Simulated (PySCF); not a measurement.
# OsO₂: singlet, from a end-on start

Aim: relax OsO₂ as a singlet from a end-on start, check by its vibrations whether the end is a minimum, and collect its spectrum and constants.

Method: PBE0, basis Os def2-TZVP with ECP60, O def2-TZVP, scalar-relativistic core potentials, no spin–orbit coupling, density fitting; program: PySCF 2.14.0.

## Step 1: The system as given

3 atoms, charge 0, spin multiplicity 1.

Bond lengths: Os1–O2 1.978 Å, O2–O3 1.445 Å. Angles: Os1–O2–O3 119.9°.

Z-matrix (Å, degrees; charge 0 multiplicity 1):
```
Os
O  1 1.9776
O  2 1.4450 1 119.89
```

## Step 2: The SCF at the typed geometry

The steps below are one call of a driver around PySCF. For each, scf.py gives the equivalent set-up of the SCF; relaxations use the driver's own optimiser. After this first run the driver tries any further starts and a stability analysis.

Input file scf.py:

```python
from pyscf import gto, scf, dft
mol = gto.M(atom='''
Os     0.000000     0.000000     0.000000
O      0.000000     0.000000     1.977600
O      1.252800     0.000000     2.697600''',
    basis={'Os': 'def2-TZVP', 'O': 'def2-TZVP'},
    ecp={'Os': 'def2-TZVP'},
    charge=0, spin=0)
mf = dft.RKS(mol, xc='PBE0')
mf.grids.atom_grid = (50, 194)
aux = {'Os': 'def2-universal-JKFIT', 'O': 'def2-universal-JKFIT'}
mf = mf.density_fit(auxbasis=aux)
mf.conv_tol = 1e-08
mf.diis_space = 10
mf.max_cycle = 60
mf.init_guess = 'minao'
mf.verbose = 4
mf.kernel()
```

Command:

```
$ OMP_NUM_THREADS=2 python axn.py task.json out
```

After this run come: Relaxing the singlet from the end-on start; Vibrations and properties at this point; The broken-symmetry singlet; Vibrations and properties at this point.

Q: Predict the outcome of this session. Wanted: minimum; geometry; wavenumbers; dipole moment; highest occupied, lowest empty level; polar-tensor charge of Os1; zero-point energy; atomisation energy; ⟨S²⟩.

The runs gave:

| quantity | value |
| --- | --- |
| minimum | broken-symmetry (Ms = 0), C2v |
| geometry | Os–O 1.863 Å (×2), O–O 1.394 Å; O–Os–O 43.9°, O–O–Os 68.0° (×2) |
| wavenumbers (cm⁻¹) | 567, 661, 1025 |
| dipole moment | 3.65 D |
| highest occupied, lowest empty level (either spin) | -6.63, -3.11 eV |
| polar-tensor charge of Os1 | +0.75 e |
| zero-point energy | 13.5 kJ/mol |
| entropy at 298.15 K | 271.8 J/(mol K) |
| atomisation energy (no zero-point energy) | 617 kJ/mol |
| ⟨S²⟩ | 0.943 |

The end-on start (Cs) ends in a minimum of C2v symmetry. The determinant is spin-contaminated (⟨S²⟩ = 0.94 against 0.00), so it is no pure spin state. The strongest infrared band lies at 1025 cm⁻¹. Only this shape and spin were tried, so other structures or states may lie lower. The SCF density has lower symmetry than the nuclear frame. With an element this heavy the missing spin–orbit coupling can shift these numbers.
